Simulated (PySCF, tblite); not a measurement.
# C5H11O2P: geometry, infrared bands and NMR shifts

What infrared bands and NMR shifts should C5H11O2P (`C[P@](=O)(O)C1CCC1`) show?

Programs: tblite 0.8.0 and PySCF 2.14.0, with density-fitted response routines of our own. Each step states its level of theory. These are calculated values for one molecule in the gas phase, unless marked as measured. Atoms count from 0, in the outputs and in this text.

## Step 1: The starting structure

19 atoms, charge 0, multiplicity 1; geometry from: force field or distance geometry start.

Bonds of the start (Å): C0–P1 1.76, P1–O2 1.48, P1–O3 1.60, P1–C4 1.81, C4–C5 1.55, C5–C6 1.54, C6–C7 1.54, C7–C4 1.55, C0–H8 1.09, C0–H9 1.09, C0–H10 1.10, O3–H11 0.97, C4–H12 1.10, C5–H13 1.09, C5–H14 1.10, C6–H15 1.10, C6–H16 1.09, C7–H17 1.08, C7–H18 1.10.

## Step 2: Relaxing the molecule with GFN2-xTB

What the job is given:

```
{"job": {"kind": "relax", "xc": "GFN2-xTB", "basis": "xTB"}, "charge": 0, "multiplicity": 1}
C     -2.422400     0.419200     0.871500
P     -1.416700     0.002200    -0.512500
O     -1.758600     0.580500    -1.826400
O     -1.365800    -1.600800    -0.555300
C      0.278900     0.532200    -0.176200
C      1.393300     0.001900    -1.113100
C      2.319500    -0.013500     0.121400
C      1.050000    -0.132300     0.986200
H     -2.460500     1.503200     1.011400
H     -2.055700    -0.025200     1.800400
H     -3.457200     0.065000     0.719600
H     -1.016700    -1.957700    -1.389500
H      0.314300     1.631100    -0.093100
H      1.208700    -0.991200    -1.533300
H      1.701100     0.683200    -1.914300
H      2.865900     0.919800     0.293000
H      3.016600    -0.852800     0.190500
H      1.052300     0.412800     1.923300
H      0.743200    -1.168300     1.188900
```

Launch:

```sh
> OMP_NUM_THREADS=1 python probes_run.py task.json out
```

One launch serves the whole session: the jobs run in the order shown.

**Question.** This job is followed by: GFN2-xTB harmonic vibrations, gas phase; GIAO PBE0/pcSseg-1 NMR shielding, non-relativistic, gas phase. What will the session give for the following? strongest single infrared mode (GFN2-xTB); zero-point energy (GFN2-xTB); 13C shifts against TMS (PBE0/pcSseg-1); 1H shifts against TMS (PBE0/pcSseg-1, means over atoms taken as alike); 31P shifts against H3PO4 (PBE0/pcSseg-1); 17O shifts against H2O (PBE0/pcSseg-1); surface potential, 1st and 99th percentile.

As calculated:

```
                                                              quantity                                                     value
                             strongest single infrared mode (GFN2-xTB)                                     1267 cm⁻¹, 205 km/mol
                                          zero-point energy (GFN2-xTB)                                             97.1 kcal/mol
                                13C shifts against TMS (PBE0/pcSseg-1)                          36.1, 21.6, 19.8, 19.8, 16.2 ppm
1H shifts against TMS (PBE0/pcSseg-1, means over atoms taken as alike)  2.41, 2.40, 2.32, 2.28, 2.27, 2.19, 2.05, 1.98, 1.22 ppm
                              31P shifts against H3PO4 (PBE0/pcSseg-1)                                                  43.3 ppm
                                17O shifts against H2O (PBE0/pcSseg-1)                                          145.6, 100.1 ppm
                                 surface potential, 1st and 99th percentile                                        -2.20 V and 2.13 V
```

**Reading.** Relaxing lowered the energy by 0.369 eV in 111 steps; the close pair that moved most is C0–P1, from 1.761 to 1.831 Å. All 51 modes are real, so the xTB geometry is a minimum. Unscaled tight-binding wavenumbers are off by several per cent, some by more. Its intensities can rank the bands wrongly. At PBE0/pcSseg-1: Shielding is most anisotropic at P1 (span 192 ppm, paramagnetic term -690 ppm).
